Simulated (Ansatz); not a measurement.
Bi₂Se₃, space group R-3m, a band structure

With Ansatz's Python interface.

Run as a notebook:

**Cell 1**
```python
import ansatz as az
import numpy as np
```

**Cell 2**
```python
config = {
    "vdw": "d4",
    "ecut": 470,
    "mesh": (6, 6, 6),
    "max_iterations": 70,
    "n_empty": 10,
}
```

**Cell 3**
```python
vectors = np.array([
    [2.0715, 1.19598108, 9.54533333],
    [-2.0715, 1.19598108, 9.54533333],
    [0.0, -2.39196217, 9.54533333],
])
system = (
    az.Lattice.of(vectors)
    .atom("Bi", [0.4008, 0.4008, 0.4008])
    .atom("Bi", [0.5992, 0.5992, 0.5992])
    .atom("Se", [0.0, 0.0, 0.0])
    .atom("Se", [0.2117, 0.2117, 0.2117])
    .atom("Se", [0.7883, 0.7883, 0.7883])
)
```

**Cell 4**
```python
len(system.resolved().sites)
```
Output:
```text
5
```

**Cell 5**
```python
path = [
    ("H_0", (0.5, -0.17713, 0.17713)),
    ("L", (0.5, 0.0, 0.0)),
    ("G", (0.0, 0.0, 0.0)),
    ("S_0", (0.33857, -0.33857, 0.0)),
]
job = (
    system.calculation()
    .functional(az.Functional.PBE, dispersion=config["vdw"])
    .basis(config["ecut"])
    .kpoints(*config["mesh"])
    .occupations(az.OccupationsMethod.FIXED)
    .scf(max_iterations=config["max_iterations"])
    .band_structure([point for _, point in path], intervals=6)
    .scf(extra_bands=config["n_empty"])
)
def show(event):
    row = event["data"]
    if event["event"] == "scf_iter" and row.get("harris_foulkes_ev") is not None:
        print(f"  iteration {row['iter']:3d}  Harris-Foulkes {row['harris_foulkes_ev']:.5f} eV  residual {row['dr2_ev']:.2e}")
```

**Cell 6**
```python
done = job.session().plan().execute(on_event=show)
summary = done.report
```
Output:
```text
  iteration   1  Harris-Foulkes -41204.41702 eV  residual 4.08e-03
  iteration   2  Harris-Foulkes -41204.41527 eV  residual 6.88e-04
  iteration   3  Harris-Foulkes -41204.41539 eV  residual 2.09e-04
  iteration   4  Harris-Foulkes -41204.41548 eV  residual 3.60e-05
  iteration   5  Harris-Foulkes -41204.41549 eV  residual 3.42e-06
  iteration   6  Harris-Foulkes -41204.41549 eV  residual 4.05e-07
  iteration   7  Harris-Foulkes -41204.41549 eV  residual 5.38e-08
```

**Cell 7**
```python
summary["kpoints_frac"][:4]
```
Output:
```text
[[0.0, 0.0, 0.0], [0.0, 0.0, 0.16666666666666666], [0.0, 0.0, 0.3333333333333333], [0.0, 0.0, -0.5]]
```

**Cell 8**
```python
for key in ("converged", "n_iterations", "n_electrons", "n_kpoints", "n_pw", "n_symmetry_ops", "free_energy_ev", "fermi_energy_ev"):
    print(f"{key:18s} {summary[key]}")
```
Output:
```text
converged          True
n_iterations       7
n_electrons        78.0
n_kpoints          32
n_pw               3291
n_symmetry_ops     12
free_energy_ev     -41204.415494752444
fermi_energy_ev    9.077283097681995
```

**Cell 9**
```python
bands = done.band_structure()
fermi = bands.fermi_energy_ev
print(f"zero of the bands: {fermi:.3f} eV, the Fermi level found on the SCF mesh")
levels = bands.channels[0].eigenvalues_ev - fermi
filled = round(summary["n_electrons"]) // 2
valence, conduction = levels[:, filled - 1], levels[:, filled]
print("k (fractions)              top valence  bottom conduction (eV)")
for k, lo, hi in zip(bands.kpoints_frac, valence, conduction):
    print(f"{k[0]:7.3f} {k[1]:7.3f} {k[2]:7.3f} {lo:12.3f} {hi:13.3f}")
print(f"on this path: least direct gap {np.min(conduction - valence):.3f} eV, least gap {conduction.min() - valence.max():.3f} eV")
```
Output:
```text
zero of the bands: 9.077 eV, the Fermi level found on the SCF mesh
k (fractions)              top valence  bottom conduction (eV)
  0.500  -0.177   0.177       -0.702         1.657
  0.500  -0.148   0.148       -0.962         1.969
  0.500  -0.118   0.118       -1.302         2.296
  0.500  -0.089   0.089       -1.286         2.248
  0.500  -0.059   0.059       -1.020         1.696
  0.500  -0.030   0.030       -0.698         1.115
  0.500  -0.000   0.000       -0.557         0.843
  0.417   0.000   0.000       -0.563         0.898
  0.333   0.000  -0.000       -0.563         1.031
  0.250  -0.000   0.000       -0.527         1.206
  0.167   0.000  -0.000       -0.679         1.357
  0.083   0.000   0.000       -0.405         0.774
  0.000   0.000   0.000        0.000         0.220
  0.056  -0.056   0.000       -0.397         0.798
  0.113  -0.113   0.000       -0.540         1.156
  0.169  -0.169   0.000       -0.610         1.334
  0.226  -0.226   0.000       -0.614         1.672
  0.282  -0.282   0.000       -0.654         1.795
  0.339  -0.339   0.000       -0.688         1.664
on this path: least direct gap 0.220 eV, least gap 0.220 eV
```

Reading the output:
- Absolute energies stand on the zero of these potentials, so only differences at equal settings mean something. A total without «per atom» is that of the whole cell that was run.
- Spin-orbit coupling, left out here, can change this gap by several tenths of an eV, and inverted bands can meet off the mesh.
- With fixed filling the reported Fermi level is the top filled level among the k-points of the SCF.
- The zero of the levels is a convention of the potentials, so an absolute Fermi energy is no work function.
- The structure is a deposited one; some such entries were measured under pressure or heat, so a shift against it needn't be the functional's error alone.
- Levels are Kohn-Sham eigenvalues on this mesh, without spin-orbit coupling.
- The whole script took 8.6 s on 1 thread of Intel(R) Xeon(R) 6975P-C (Granite Rapids), with other jobs on the host, peak memory 0.57 GiB.
